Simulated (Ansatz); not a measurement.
# TiW2N3: the cost of one run

Method: DFT PBE, scalar-relativistic, plane waves, PAW, in Ansatz 0.2.0.

## 1. The starting structure

The structure is hexagonal, space group P-62m (No. 189). Conventional cell: a = 4.974 Å, b = 4.974 Å, c = 2.814 Å, α = 90.00°, β = 90.00°, γ = 120.00°. Around Ti (site symmetry -62m) lie 6 N at 2.17 Å. Around W (site symmetry -6) lie 6 N at 2.18 Å. N (site symmetry m2m) is surrounded by 2 Ti at 2.17 Å and 4 W at 2.18 Å.

Structure file:

```
CELL_PARAMETERS angstrom
4.97442 0.00000 0.00000
-2.48721 4.30797 0.00000
0.00000 0.00000 2.81436
ATOMIC_POSITIONS crystal
Ti 0.00000 0.00000 0.50000
W 0.66667 0.33333 0.50000
W 0.33333 0.66667 0.50000
N 0.66758 0.00000 0.00000
N 0.33242 0.33242 0.00000
N 0.00000 0.66758 0.00000
```

The start is the relaxed end of an invented cell (made as: elements ordered on the sites of the WN type, W/Ti on W (P-62m, No. 189)), taken up again for a closer look.

## 2. The guess as it stands, on a coarse mesh

File input.yaml:

```yaml
crystal:
  lattice:
    - [4.9744198, 0.0, 0.0]
    - [-2.4872099, 4.3079739, 0.0]
    - [0.0, 0.0, 2.8143649]
  atoms:
    - { symbol: Ti, position: [0.0, 0.0, 0.5] }
    - { symbol: W, position: [0.6666667, 0.3333333, 0.5] }
    - { symbol: W, position: [0.3333333, 0.6666667, 0.5] }
    - { symbol: "N", position: [0.667579, 0.0, 0.0] }
    - { symbol: "N", position: [0.332421, 0.332421, 0.0] }
    - { symbol: "N", position: [0.0, 0.667579, 0.0] }
basis:
  ecutwfc: 420
kpoints:
  mp_grid: { grid: [6, 6, 6] }
hamiltonian:
  xc: pbe
scf:
  occupations: { method: gaussian, width: 0.1 }
  lower_state_search: "off"
output:
  forces: true
  stress: true
  eigenvalues: true
```

The run is started by

```
> ansatz run input.yaml --threads 4 --pin off --max-ram 8192MiB --backend cpu --events-out ev --progress --plain --runs-dir out
```

What time and memory should one allow on 4 threads of Intel Xeon 6975P-C (Granite Rapids), shared host?

About 1.2 s, with a peak of 0.4 GiB.
